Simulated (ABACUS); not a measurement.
**NiMoIrPdW in ABACUS: the effect of fixed moment**

NiMoIrPdW:

```
Ir W Pd Mo Ni
1.0
     9.90777    0.00000    0.00000
     9.14997    3.80024    0.00000
    -9.52887   -1.90012    1.93753
Ir W Pd Mo Ni
1 1 1 1 1
Direct
  0.39944 0.39944 0.00000
  0.99565 0.99565 0.00000
  0.79310 0.79310 0.00000
  0.60922 0.60922 0.00000
  0.19862 0.19862 0.00000
```

The cell was built by a generator and needn't be a form met in nature.

Alike in all runs:

| Property | Result |
| --- | --- |
| Program | ABACUS 3.10.1 |
| Task | single point |
| Functional | PBE |
| Potentials or basis | PseudoDojo NC SR 0.4.1 PBE standard |
| Cutoff | 1361 eV |
| Density cutoff | 5442 eV |
| Basis | DZP LCAO (the cutoffs set its grid) |
| k mesh | 9 × 9 × 9 |
| Occupations | fermi-dirac, width 0.05 eV |
| Spin | collinear spin, ferromagnetic start |
| Starting moments | [0.6, 0.0, 0.0, 1.0, 1.0] μB |

```tsv
fixed moment	energy over the lowest run (meV/atom)	pressure (GPa)	largest force (eV/Å)
0.5	0.0	0.8	0.08
1	11.1	1.0	0.17
1.5	?	?	?
2	61.9	2.0	0.41
2.5	101.5	2.8	0.49
3	149.1	3.7	0.57
```

Q: What does the run with fixed moment 1.5 give?

A: Energy over the lowest run 32.5 meV/atom; pressure 1.5 GPa; largest force 0.28 eV/Å.

Worked out: A parabola through the other rows of the energy over the lowest run, of slope 50.6 meV/atom per unit of fixed moment there, gives 32.1 meV/atom, against the run's 32.5. A parabola through the other rows of the pressure, of slope 0.991 GPa per unit of fixed moment there, gives 1.4 GPa, against the run's 1.5. A parabola through the other rows of the largest force, of slope 0.21 eV/Å per unit of fixed moment there, gives 0.30 eV/Å, against the run's 0.28.

Caveats: all runs use coarse meshes; the atomic orbitals were generated for these runs and aren't a published set; this set's palladium file may shift the pressure by some GPa; the basis of atomic orbitals isn't converged, which shifts pressures, moduli and gaps; the total moment is fixed, so each spin has its own Fermi level; the moment is held away from its start (some runs).
